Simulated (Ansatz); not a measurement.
Runs of Ansatz 0.2.0 on CoAu4. The structure is trigonal, space group R-3m (No. 166). Conventional cell: a = 2.906 Å, b = 2.906 Å, c = 34.998 Å, α = 90.00°, β = 90.00°, γ = 120.00°. Au (site symmetry 3m) is surrounded by 3 Co at 2.69 Å and 9 Au at 2.91 to 3.00 Å. Around Au (site symmetry 3m) lie 12 Au at 2.91 to 3.00 Å. Around Co (site symmetry -3m) lie 6 Au at 2.69 Å and 6 Co at 2.91 Å. The cell comes from a database or a generator and needn't be the stable form of this composition.

```tsv
task	level	spin	cell	cutoff (eV)	points for each segment of the path	gap on the mesh (eV)	pressure (GPa)	moment (μB)	relaxed volume (Å³/atom)
relaxation of cell and atoms	r2SCAN	collinear, ferromagnetic start	relaxed	500	-	none	0.0	1.98	16.51
relaxation of cell and atoms	PBE	collinear, ferromagnetic start	relaxed	420	-	none	0.0	(b)	(a)
relaxation of cell and atoms	LDA	collinear, ferromagnetic start	relaxed	420	-	none	0.0	(c)	15.46
band structure	PBEsol	non-collinear, ferromagnetic start, SOC	as given	420	14	none	-11.4	1.81	-
```

Alike in all rows: potentials or basis Ansatz PAW; k mesh 11 × 11 × 11; smearing fermi-dirac 0.05 eV.

Problem. Estimate the missing entries.

Solution. (a) 16.79; (b) 1.79; (c) 1.69.

Caveats: the plane-wave basis is chosen anew once the cell has moved, so the energies of steps on either side of that aren't comparable (some runs); the PAW data sets come from PBE, with cores solved anew for the run's functional, which leaves a small shift of forces and pressure (some runs); the magnetic or orbital state may not be the lowest (some runs); the thresholds are loose for stress (some runs).

A k mesh can miss the band edges, and rows without SOC leave out spin-orbit coupling on Au.

A gap of «none» marks a metal or a gap under the smearing width.
